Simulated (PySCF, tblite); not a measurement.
# C3H6BF: protonation, NMR shifts, part 1 of 2

What do calculations give for the protonation, NMR shifts of C3H6BF (`FBC1CC1`)?

Computed with tblite 0.8.0 and PySCF 2.14.0 and routines of our own; the level stands in each step. Atoms count from 0.

### 1 The system as given

11 atoms, charge 0, multiplicity 1; geometry from: start built from the parent or by distance geometry.

### 2 Optimising the geometry with GFN2-xTB

What the job is given:

```
{"job": {"kind": "relax", "xc": "GFN2-xTB", "basis": "xTB"}, "charge": 0, "multiplicity": 1}
F      2.613500     0.431200     0.184000
B      1.506200    -0.511200     0.226100
C      0.062700    -0.047000     0.634300
C     -1.049500    -0.463800    -0.352400
C     -0.570100     0.958500    -0.325300
H      1.732200    -1.672200     0.098500
H     -0.267100     0.090100     1.678400
H     -2.034100    -0.606600     0.139700
H     -0.715200    -1.067200    -1.224000
H      0.024700     1.224900    -1.228700
H     -1.292400     1.668600     0.117600
```

Run with:

```sh
> OMP_NUM_THREADS=1 python redox_run.py task.json out
```

This one command runs all jobs of the session in turn.

The log of the run:

```text
step      E/eV     max force
  0    -420.08840    3.429
  1    -420.40385    2.072
  2    -420.51203    3.375
  3    -420.59809    0.619
  4    -420.62439    0.351
  5    -420.64477    0.265
  6    -420.65310    0.260
  7    -420.66326    0.193
  8    -420.66622    0.139
  9    -420.66788    0.092
 10    -420.66895    0.117
 11    -420.67005    0.110
 12    -420.67107    0.073
 13    -420.67214    0.098
 14    -420.67321    0.112
 15    -420.67438    0.103
 16    -420.67581    0.109
 17    -420.67747    0.109
 18    -420.67895    0.102
 19    -420.67991    0.074
 20    -420.68043    0.062
 21    -420.68084    0.059
 22    -420.68119    0.046
 23    -420.68139    0.037
 24    -420.68151    0.030
 25    -420.68164    0.033
 26    -420.68183    0.036
 27    -420.68200    0.028
 28    -420.68210    0.022
 29    -420.68215    0.023
 30    -420.68220    0.023
 31    -420.68229    0.026
 32    -420.68244    0.038
 33    -420.68269    0.048
 34    -420.68317    0.084
 35    -420.68416    0.139
 36    -420.68521    0.235
 37    -420.68758    0.159
 38    -420.69355    0.257
 39    -420.69883    0.298
 40    -420.69651    0.690
 41    -420.70945    0.278
 42    -420.71791    0.227
 43    -420.74583    0.507
 44    -420.75918    0.523
 45    -420.77213    0.413
 46    -420.77986    0.372
 47    -420.76975    1.444
 48    -420.79713    0.317
 49    -420.80449    0.327
 50    -420.81931    0.979
 51    -420.83175    0.382
 52    -420.83980    0.258
 53    -420.84561    0.928
 54    -420.85742    0.121
 55    -420.86094    0.113
 56    -420.86364    0.350
 57    -420.86615    0.119
 58    -420.86824    0.099
 59    -420.87037    0.070
 60    -420.87099    0.067
 61    -420.87143    0.066
 62    -420.87197    0.057
 63    -420.87243    0.043
 64    -420.87271    0.045
 65    -420.87296    0.038
 66    -420.87320    0.041
 67    -420.87349    0.073
 68    -420.87387    0.089
 69    -420.87435    0.078
 70    -420.87482    0.053
 71    -420.87521    0.050
 72    -420.87555    0.049
 73    -420.87591    0.064
 74    -420.87621    0.047
 75    -420.87637    0.023
 76    -420.87642    0.013
 77    -420.87644    0.008
```

It took 0.94 s on 1 thread of Arm Neoverse N1, shared host.

Relaxation path: (not every step is listed)

| step | energy from step 0 (eV) | largest force (eV/Å) |
| --- | --- | --- |
| 0 | 0.0000 | 3.4293 |
| 1 | -0.3154 | 2.0717 |
| 2 | -0.4236 | 3.3755 |
| 3 | -0.5097 | 0.6194 |
| 4 | -0.5360 | 0.3511 |
| 5 | -0.5564 | 0.2650 |
| 6 | -0.5647 | 0.2601 |
| 7 | -0.5749 | 0.1927 |
| 8 | -0.5778 | 0.1393 |
| 14 | -0.5848 | 0.1118 |
| 20 | -0.5920 | 0.0616 |
| 26 | -0.5934 | 0.0362 |
| 32 | -0.5940 | 0.0381 |
| 38 | -0.6052 | 0.2572 |
| 44 | -0.6708 | 0.5228 |
| 50 | -0.7309 | 0.9792 |
| 56 | -0.7752 | 0.3503 |
| 62 | -0.7836 | 0.0574 |
| 68 | -0.7855 | 0.0894 |
| 72 | -0.7871 | 0.0489 |
| 73 | -0.7875 | 0.0637 |
| 74 | -0.7878 | 0.0469 |
| 75 | -0.7880 | 0.0228 |
| 76 | -0.7880 | 0.0128 |
| 77 | -0.7880 | 0.0075 |

Close pairs (by a distance rule), those that changed most:

| bond | before (Å) | after (Å) | change (Å) |
| --- | --- | --- | --- |
| F0–B1 | 1.455 | 1.321 | -0.134 |
| C4–H9 | 1.114 | 1.079 | -0.035 |
| C3–H8 | 1.112 | 1.079 | -0.033 |
| C3–H7 | 1.110 | 1.079 | -0.031 |
| C4–H10 | 1.105 | 1.079 | -0.026 |
| B1–C2 | 1.570 | 1.545 | -0.025 |
| C2–C3 | 1.544 | 1.520 | -0.024 |
| C3–C4 | 1.501 | 1.480 | -0.021 |

The end geometry stands in the next job.

### 3 Harmonic vibrations with GFN2-xTB

What the job is given:

```
{"job": {"kind": "ir", "xc": "GFN2-xTB", "basis": "xTB"}, "charge": 0, "multiplicity": 1}
F      2.435189    -0.470173     1.230387
B      1.552766    -0.424064     0.248324
C      0.126966     0.093317     0.542356
C     -1.070735    -0.501625    -0.180618
C     -0.639367     0.873977    -0.514109
H      1.926255    -0.790504    -0.803864
H     -0.077620     0.402401     1.562015
H     -1.973046    -0.640290     0.394744
H     -0.881930    -1.287129    -0.895711
H     -0.151720     1.042869    -1.461858
H     -1.235910     1.706562    -0.173593
```

The log of the run:

```text
mode    cm-1     km/mol
  1      92.2      0.24
  2     237.3      2.16
  3     259.5      0.78
  4     396.6      5.84
  5     737.3    102.68
  6     794.2      0.98
  7     864.1     15.53
  8     870.3     18.97
  9     910.0      2.70
 10     994.9     31.44
 11    1054.5     21.36
 12    1062.7     29.10
 13    1067.4      0.92
 14    1100.9     25.85
 15    1112.9      0.73
 16    1161.5      0.17
 17    1218.8    161.49
 18    1271.5    145.53
 19    1373.1    178.14
 20    1436.3      0.00
 21    1483.8     10.16
 22    2604.3    133.99
 23    3040.8     31.24
 24    3089.7     17.37
 25    3091.9     13.04
 26    3096.0     14.82
 27    3113.2     62.46
ZPE 224.514  H(298)-E 241.345  G(298)-E 149.728 kJ/mol  S 307.28 J/(mol K)
```

It took 0.37 s on 1 thread of Arm Neoverse N1, shared host; peak memory 0.19 GiB.

The strongest bands and the atoms that carry them (share of the mass-weighted mode):

| cm⁻¹ | km/mol | atoms |
| --- | --- | --- |
| 737 | 102.7 | H5 53 %, B1 37 % |
| 995 | 31.4 | C2 30 %, C3 18 %, C4 18 %, H5 18 % |
| 1219 | 161.5 | H6 37 %, B1 31 %, F0 13 % |
| 1272 | 145.5 | B1 23 %, H6 14 %, C3 13 %, C4 13 % |
| 1373 | 178.1 | C2 35 %, B1 16 %, H6 12 % |
| 2604 | 134.0 | H5 92 % |
| 3041 | 31.2 | H6 91 % |
| 3113 | 62.5 | H8 31 %, H9 23 %, H7 19 %, H10 15 % |

### 4 Optimising the geometry at PBE0-D3(BJ)/def2-SVP

Settings changed since step 3:

```diff
@@ -1,2 +1,2 @@
-{"job": {"kind": "ir", "xc": "GFN2-xTB", "basis": "xTB"}, "charge": 0, "multiplicity": 1}
+{"job": {"xc": "PBE0", "basis": "def2-SVP", "d3": "d3bj", "grid": 1, "kind": "geom"}, "charge": 0, "multiplicity": 1}
 F      2.435189    -0.470173     1.230387
```

The log of the run:

```text
step   0  E = -242.19915552  max force = 0.018383
step   1  E = -242.20099562  max force = 0.002056
step   2  E = -242.20103197  max force = 0.000544
step   3  E = -242.20103498  max force = 0.000124
optimisation converged
```

Run time: 19 s. Hardware: 1 thread of Arm Neoverse N1, shared host; peak memory 0.41 GiB.

Step by step:

| step | energy from step 0 (eV) | largest force component (eV/Å) |
| --- | --- | --- |
| 0 | 0.0000 | 0.9453 |
| 1 | -0.0501 | 0.1057 |
| 2 | -0.0511 | 0.0280 |
| 3 | -0.0511 | 0.0064 |

Distances of close pairs at the start and the end, largest changes first:

| bond | before (Å) | after (Å) | change (Å) |
| --- | --- | --- | --- |
| B1–H5 | 1.175 | 1.215 | +0.040 |
| C3–H8 | 1.079 | 1.094 | +0.015 |
| C4–H9 | 1.079 | 1.094 | +0.014 |
| C3–H7 | 1.079 | 1.093 | +0.014 |
| C4–H10 | 1.079 | 1.093 | +0.013 |
| C2–H6 | 1.085 | 1.095 | +0.010 |
| B1–C2 | 1.545 | 1.536 | -0.009 |
| F0–B1 | 1.321 | 1.326 | +0.005 |

The final coordinates are the input of the step that follows.

| at the end point | value |
| --- | --- |
| point group (found at 0.08 Å tolerance) | Cs |
| rotational constants (GHz, main isotopes) | 15.540, 2.763, 2.668 |
| dipole moment (D) | 1.70 |

### 5 Harmonic vibrations (C3H6BF): PBE0-D3(BJ)/def2-SVP

What the job is given:

```
{"job": {"xc": "PBE0", "basis": "def2-SVP", "d3": "d3bj", "grid": 2, "kind": "hessian"}, "charge": 0, "multiplicity": 1}
F      2.507416    -0.396500     1.123839
B      1.541155    -0.363970     0.216568
C      0.127789     0.112528     0.582160
C     -1.039178    -0.539788    -0.147491
C     -0.660006     0.844788    -0.496925
H      1.826386    -0.726357    -0.907780
H     -0.065522     0.426096     1.613163
H     -1.947471    -0.703209     0.437635
H     -0.811929    -1.339568    -0.857991
H     -0.164103     1.025374    -1.454801
H     -1.298693     1.664936    -0.159906
```

The log of the run:

```text
coarse grid: 9152 points
cycle   1  E = -242.1235708840  dE =  4.857e-01  |g| = 4.664e-01  |ddm| = 3.310e+00
cycle   2  E = -242.0938792008  dE =  2.969e-02  |g| = 6.496e-01  |ddm| = 1.014e+00
cycle   3  E = -242.1667008919  dE = -7.282e-02  |g| = 5.373e-02  |ddm| = 5.857e-01
cycle   4  E = -242.1671790227  dE = -4.781e-04  |g| = 2.705e-02  |ddm| = 6.892e-02
cycle   5  E = -242.1673525340  dE = -1.735e-04  |g| = 3.450e-03  |ddm| = 2.655e-02
cycle   6  E = -242.1673554865  dE = -2.952e-06  |g| = 8.515e-04  |ddm| = 5.183e-03
final grid: 88672 points
cycle   7  E = -242.2009645486  dE = -2.827e-05  |g| = 6.301e-03  |ddm| = 1.959e-02
cycle   8  E = -242.2009599458  dE =  4.603e-06  |g| = 7.646e-03  |ddm| = 1.300e-02
cycle   9  E = -242.2009752176  dE = -1.527e-05  |g| = 3.460e-04  |ddm| = 7.024e-03
cycle  10  E = -242.2009752412  dE = -2.362e-08  |g| = 1.630e-04  |ddm| = 6.216e-04
cycle  11  E = -242.2009752455  dE = -4.335e-09  |g| = 4.272e-05  |ddm| = 1.626e-04
cycle  12  E = -242.2009752459  dE = -3.374e-10  |g| = 8.875e-06  |ddm| = 4.342e-05
cycle  13  E = -242.2009752459  dE = -1.722e-11  |g| = 2.709e-06  |ddm| = 1.153e-05
converged SCF energy = -242.2009752459

mode    cm-1
  1      77.1
  2     238.1
  3     278.1
  4     413.8
  5     783.7
  6     834.6
  7     859.0
  8     875.0
  9     928.1
 10     973.0
 11    1054.3
 12    1076.1
 13    1106.6
 14    1118.4
 15    1122.8
 16    1186.7
 17    1220.3
 18    1281.7
 19    1438.4
 20    1445.5
 21    1500.6
 22    2593.0
 23    3151.7
 24    3156.4
 25    3183.2
 26    3247.0
 27    3256.7
ZPE 229.682  H(298)-E 246.375  G(298)-E 154.993 kJ/mol  S 306.50 J/(mol K)
```

Wall time 3.4 min (1 thread of Arm Neoverse N1, shared host); peak memory 1.5 GiB.

Zero-point energy 229.68 kJ/mol (xTB gave 224.51).

### 6 Single point (C3H6BF): B3LYP-D3(BJ)/def2-TZVP

Geometry: PBE0-D3(BJ)/def2-SVP.

Settings changed since step 5:

```diff
@@ -1,2 +1,2 @@
-{"job": {"xc": "PBE0", "basis": "def2-SVP", "d3": "d3bj", "grid": 2, "kind": "hessian"}, "charge": 0, "multiplicity": 1}
+{"job": {"kind": "sp", "xc": "B3LYP", "basis": "def2-TZVP", "d3": "d3bj", "grid": 2}, "charge": 0, "multiplicity": 1}
 F      2.507416    -0.396500     1.123839
```

The log of the run:

```text
coarse grid: 9152 points
cycle   1  E = -242.7097501024  dE =  4.890e-01  |g| = 5.627e-01  |ddm| = 2.370e+00
cycle   2  E = -242.6440280157  dE =  6.572e-02  |g| = 8.719e-01  |ddm| = 1.019e+00
cycle   3  E = -242.7692998501  dE = -1.253e-01  |g| = 7.274e-02  |ddm| = 6.427e-01
cycle   4  E = -242.7700355283  dE = -7.357e-04  |g| = 4.151e-02  |ddm| = 7.440e-02
cycle   5  E = -242.7704020858  dE = -3.666e-04  |g| = 5.599e-03  |ddm| = 2.961e-02
cycle   6  E = -242.7704094352  dE = -7.349e-06  |g| = 1.500e-03  |ddm| = 6.179e-03
final grid: 88672 points
cycle   7  E = -242.7656305327  dE = -7.969e-05  |g| = 6.318e-03  |ddm| = 5.229e-02
cycle   8  E = -242.7656228956  dE =  7.637e-06  |g| = 8.448e-03  |ddm| = 9.719e-03
cycle   9  E = -242.7656400382  dE = -1.714e-05  |g| = 3.629e-04  |ddm| = 5.594e-03
cycle  10  E = -242.7656400607  dE = -2.246e-08  |g| = 1.829e-04  |ddm| = 4.765e-04
cycle  11  E = -242.7656400676  dE = -6.915e-09  |g| = 6.359e-05  |ddm| = 1.640e-04
converged SCF energy = -242.7656400676
```

It took 11 s on 1 thread of Arm Neoverse N1, shared host; peak memory 0.62 GiB.

### 7 Geometry optimisation with GFN2-xTB

This step treats C3H7BF+, `[FH+]BC1CC1`.

What the job is given:

```
{"job": {"kind": "relax", "xc": "GFN2-xTB", "basis": "xTB"}, "charge": 1, "multiplicity": 1}
F      2.523700    -0.402600     1.118600
B      1.530400    -0.355300     0.193600
C      0.145200     0.104900     0.585400
C     -1.041700    -0.525200    -0.168100
C     -0.663200     0.840900    -0.485600
H      1.815400    -0.728100    -0.916600
H     -0.065100     0.431900     1.602200
H     -1.936000    -0.694200     0.442700
H     -0.802900    -1.346400    -0.859200
H     -0.173500     1.022700    -1.449500
H     -1.305600     1.661000    -0.166800
H      2.973000     0.360200     1.174300
```

The log of the run:

```text
step      E/eV     max force
  0    -419.69713    4.173
  1    -419.96301    1.846
  2    -420.02644    0.814
  3    -420.05624    0.753
  4    -420.07615    0.734
  5    -420.10322    0.488
  6    -420.12406    0.470
  7    -420.14911    0.533
  8    -420.17284    0.591
  9    -420.19730    0.522
 10    -420.21658    0.368
 11    -420.23364    0.218
 12    -420.24089    0.206
 13    -420.24384    0.300
 14    -420.24762    0.146
 15    -420.25018    0.156
 16    -420.25134    0.098
 17    -420.25238    0.083
 18    -420.25384    0.164
 19    -420.25559    0.222
 20    -420.25765    0.214
 21    -420.26020    0.171
 22    -420.26411    0.145
 23    -420.26948    0.192
 24    -420.27331    0.184
 25    -420.25026    1.125
 26    -420.27709    0.163
 27    -420.27827    0.132
 28    -420.28235    0.350
 29    -420.28426    0.181
 30    -420.28719    0.109
 31    -420.28880    0.123
 32    -420.29059    0.131
 33    -420.29222    0.135
 34    -420.29426    0.111
 35    -420.29646    0.131
 36    -420.29852    0.116
 37    -420.30009    0.082
 38    -420.30117    0.091
 39    -420.30207    0.094
 40    -420.30309    0.082
 41    -420.30429    0.083
 42    -420.30550    0.102
 43    -420.30642    0.087
 44    -420.30702    0.112
 45    -420.30748    0.081
 46    -420.30795    0.060
 47    -420.30847    0.064
 48    -420.30908    0.067
 49    -420.30963    0.053
 50    -420.30998    0.044
 51    -420.31021    0.039
 52    -420.31038    0.036
 53    -420.31051    0.035
 54    -420.31062    0.026
 55    -420.31070    0.026
 56    -420.31077    0.023
 57    -420.31084    0.025
 58    -420.31093    0.027
 59    -420.31103    0.029
 60    -420.31114    0.029
 61    -420.31121    0.024
 62    -420.31126    0.029
 63    -420.31130    0.032
 64    -420.31137    0.035
 65    -420.31147    0.030
 66    -420.31158    0.022
 67    -420.31167    0.022
 68    -420.31173    0.025
 69    -420.31178    0.022
 70    -420.31182    0.015
 71    -420.31185    0.014
 72    -420.31187    0.015
 73    -420.31190    0.011
 74    -420.31192    0.012
 75    -420.31193    0.009
```

Run time: 0.66 s. Hardware: 1 thread of Arm Neoverse N1, shared host.

Along the way: (not every step is listed)

| step | energy from step 0 (eV) | largest force (eV/Å) |
| --- | --- | --- |
| 0 | 0.0000 | 4.1727 |
| 1 | -0.2659 | 1.8464 |
| 2 | -0.3293 | 0.8137 |
| 3 | -0.3591 | 0.7530 |
| 4 | -0.3790 | 0.7339 |
| 5 | -0.4061 | 0.4880 |
| 6 | -0.4269 | 0.4699 |
| 7 | -0.4520 | 0.5331 |
| 8 | -0.4757 | 0.5912 |
| 14 | -0.5505 | 0.1461 |
| 20 | -0.5605 | 0.2142 |
| 26 | -0.5800 | 0.1627 |
| 32 | -0.5935 | 0.1315 |
| 38 | -0.6040 | 0.0905 |
| 44 | -0.6099 | 0.1120 |
| 50 | -0.6128 | 0.0436 |
| 56 | -0.6136 | 0.0228 |
| 62 | -0.6141 | 0.0291 |
| 68 | -0.6146 | 0.0253 |
| 70 | -0.6147 | 0.0149 |
| 71 | -0.6147 | 0.0140 |
| 72 | -0.6147 | 0.0153 |
| 73 | -0.6148 | 0.0108 |
| 74 | -0.6148 | 0.0118 |
| 75 | -0.6148 | 0.0088 |

Close pairs (by a distance rule), those that changed most:

| bond | before (Å) | after (Å) | change (Å) |
| --- | --- | --- | --- |
| F0–B1 | 1.358 | 1.489 | +0.130 |
| F0–H11 | 0.887 | 0.956 | +0.069 |
| B1–H5 | 1.205 | 1.163 | -0.042 |
| C2–C4 | 1.530 | 1.558 | +0.027 |
| B1–C2 | 1.511 | 1.487 | -0.025 |
| C3–H8 | 1.100 | 1.078 | -0.021 |
| C4–H9 | 1.096 | 1.078 | -0.018 |
| C2–C3 | 1.541 | 1.558 | +0.017 |

The end geometry stands in the next job.

### 8 Vibrational analysis with GFN2-xTB

What the job is given:

```
{"job": {"kind": "ir", "xc": "GFN2-xTB", "basis": "xTB"}, "charge": 1, "multiplicity": 1}
F      2.527884    -0.079052     1.220029
B      1.508297    -0.207326     0.143137
C      0.116520     0.180664     0.493358
C     -1.091586    -0.551493    -0.162911
C     -0.815835     0.814536    -0.581315
H      1.967191    -0.605930    -0.848252
H     -0.091343     0.531042     1.498088
H     -1.905009    -0.751982     0.517443
H     -0.861397    -1.361447    -0.836644
H     -0.387789     0.989037    -1.555716
H     -1.426293     1.623006    -0.210031
H      3.459010    -0.211203     1.393696
```

The log of the run:

```text
mode    cm-1     km/mol
  1     114.7     19.40
  2     212.7     14.75
  3     229.0     14.62
  4     296.1    297.83
  5     348.0     20.18
  6     443.2    276.12
  7     679.3    207.87
  8     703.7     86.59
  9     778.5     19.01
 10     790.9      4.87
 11     882.9      2.50
 12     893.0     12.64
 13     951.8     36.71
 14    1024.4    108.60
 15    1065.7      3.94
 16    1067.1     10.48
 17    1073.0      3.39
 18    1145.6      0.35
 19    1171.9     73.55
 20    1249.6     28.99
 21    1359.9    151.32
 22    1407.8      7.21
 23    1470.1      9.45
 24    2725.1     21.52
 25    3056.9      3.51
 26    3096.7      3.32
 27    3099.3      0.95
 28    3114.5      1.59
 29    3130.2      2.80
 30    3360.6    511.06
ZPE 244.891  H(298)-E 264.184  G(298)-E 168.404 kJ/mol  S 321.25 J/(mol K)
```

Run time: 0.42 s. Hardware: 1 thread of Arm Neoverse N1, shared host; peak memory 0.39 GiB.

The strongest bands and the atoms that carry them (share of the mass-weighted mode):

| cm⁻¹ | km/mol | atoms |
| --- | --- | --- |
| 296 | 297.8 | H11 88 % |
| 443 | 276.1 | H11 83 %, F0 12 % |
| 679 | 207.9 | B1 63 %, F0 24 % |
| 704 | 86.6 | H5 60 %, B1 34 % |
| 1024 | 108.6 | H5 50 %, C2 10 % |
| 1172 | 73.5 | H6 44 %, B1 29 %, C2 10 % |
| 1360 | 151.3 | C2 42 %, B1 13 % |
| 3361 | 511.1 | H11 95 % |

### 9 Geometry optimisation at PBE0-D3(BJ)/def2-SVP

This step treats C₃H₇BF+, `[FH+]BC1CC1`.

Settings changed since step 8:

```diff
@@ -1,2 +1,2 @@
-{"job": {"kind": "ir", "xc": "GFN2-xTB", "basis": "xTB"}, "charge": 1, "multiplicity": 1}
+{"job": {"xc": "PBE0", "basis": "def2-SVP", "d3": "d3bj", "grid": 1, "kind": "geom"}, "charge": 1, "multiplicity": 1}
 F      2.527884    -0.079052     1.220029
```

The log of the run:

```text
step   0  E = -242.43161253  max force = 0.030612
step   1  E = -242.44069582  max force = 0.007596
step   2  E = -242.44097178  max force = 0.002440
step   3  E = -242.44103851  max force = 0.003080
step   4  E = -242.44110317  max force = 0.001072
step   5  E = -242.44110840  max force = 0.000614
step   6  E = -242.44111023  max force = 0.000477
step   7  E = -242.44110967  max force = 0.000244
optimisation converged
```

Run time: 42 s. Hardware: 1 thread of Arm Neoverse N1, shared host; peak memory 0.45 GiB.

Relaxation path:

| step | energy from step 0 (eV) | largest force component (eV/Å) |
| --- | --- | --- |
| 0 | 0.0000 | 1.5741 |
| 1 | -0.2472 | 0.3906 |
| 2 | -0.2547 | 0.1255 |
| 3 | -0.2565 | 0.1584 |
| 4 | -0.2583 | 0.0551 |
| 5 | -0.2584 | 0.0316 |
| 6 | -0.2584 | 0.0245 |
| 7 | -0.2584 | 0.0125 |

Distances of close pairs at the start and the end, largest changes first:

| bond | before (Å) | after (Å) | change (Å) |
| --- | --- | --- | --- |
| F0–B1 | 1.489 | 1.593 | +0.105 |
| B1–H5 | 1.163 | 1.193 | +0.031 |
| B1–C2 | 1.487 | 1.466 | -0.020 |
| C3–H8 | 1.078 | 1.093 | +0.015 |
| C4–H9 | 1.078 | 1.093 | +0.015 |
| C4–H10 | 1.079 | 1.093 | +0.014 |
| C3–H7 | 1.079 | 1.093 | +0.014 |
| C2–H6 | 1.084 | 1.094 | +0.010 |

The final coordinates are the input of the step that follows.

| at the end point | value |
| --- | --- |
| point group (found at 0.08 Å tolerance) | Cs |
| rotational constants (GHz, main isotopes) | 15.005, 2.499, 2.444 |

### 10 Harmonic vibrations (C₃H₇BF+): PBE0-D3(BJ)/def2-SVP

What the job is given:

```
{"job": {"xc": "PBE0", "basis": "def2-SVP", "d3": "d3bj", "grid": 2, "kind": "hessian"}, "charge": 1, "multiplicity": 1}
F      2.524794    -0.054412     1.268790
B      1.448259    -0.201645     0.103513
C      0.107196     0.196191     0.543647
C     -1.087277    -0.547219    -0.133263
C     -0.815811     0.816882    -0.552918
H      2.019010    -0.609786    -0.861894
H     -0.059176     0.544233     1.567213
H     -1.903971    -0.746949     0.565438
H     -0.850343    -1.372892    -0.809158
H     -0.378806     0.996753    -1.538462
H     -1.430351     1.634306    -0.166747
H      3.427392    -0.284202     1.088697
```

The log of the run:

```text
coarse grid: 9776 points
cycle   1  E = -242.3739688692  dE =  7.696e-01  |g| = 3.440e-01  |ddm| = 3.335e+00
cycle   2  E = -242.3709004992  dE =  3.068e-03  |g| = 3.661e-01  |ddm| = 7.309e-01
cycle   3  E = -242.4052954880  dE = -3.439e-02  |g| = 7.544e-02  |ddm| = 4.127e-01
cycle   4  E = -242.4067230138  dE = -1.428e-03  |g| = 1.617e-02  |ddm| = 7.492e-02
cycle   5  E = -242.4067600234  dE = -3.701e-05  |g| = 8.055e-03  |ddm| = 1.801e-02
cycle   6  E = -242.4067727096  dE = -1.269e-05  |g| = 5.262e-04  |ddm| = 7.096e-03
cycle   7  E = -242.4067727792  dE = -6.962e-08  |g| = 2.096e-04  |ddm| = 9.132e-04
final grid: 94040 points
cycle   8  E = -242.4410824520  dE = -4.136e-05  |g| = 6.522e-03  |ddm| = 2.134e-02
cycle   9  E = -242.4410754824  dE =  6.970e-06  |g| = 8.445e-03  |ddm| = 1.307e-02
cycle  10  E = -242.4410939282  dE = -1.845e-05  |g| = 6.942e-04  |ddm| = 7.534e-03
cycle  11  E = -242.4410940659  dE = -1.378e-07  |g| = 1.574e-04  |ddm| = 1.115e-03
cycle  12  E = -242.4410940713  dE = -5.422e-09  |g| = 5.592e-05  |ddm| = 2.116e-04
cycle  13  E = -242.4410940720  dE = -6.657e-10  |g| = 1.392e-05  |ddm| = 5.517e-05
cycle  14  E = -242.4410940720  dE = -4.474e-11  |g| = 1.801e-06  |ddm| = 1.567e-05
converged SCF energy = -242.4410940720

mode    cm-1
  1      52.1
  2     201.0
  3     210.4
  4     333.5
  5     347.2
  6     571.8
  7     728.7
  8     771.2
  9     791.6
 10     838.5
 11     859.7
 12     886.8
 13     952.8
 14    1066.8
 15    1082.7
 16    1082.9
 17    1104.5
 18    1167.9
 19    1191.9
 20    1241.5
 21    1439.1
 22    1440.5
 23    1501.4
 24    2784.7
 25    3166.3
 26    3169.5
 27    3208.6
 28    3268.6
 29    3278.0
 30    3745.3
ZPE 254.119  H(298)-E 273.304  G(298)-E 177.353 kJ/mol  S 321.82 J/(mol K)
```

Run time: 4.2 min. Hardware: 1 thread of Arm Neoverse N1, shared host; peak memory 1.6 GiB.

Zero-point energy 254.12 kJ/mol (xTB gave 244.89).

(Continued in part 2 of 2.)
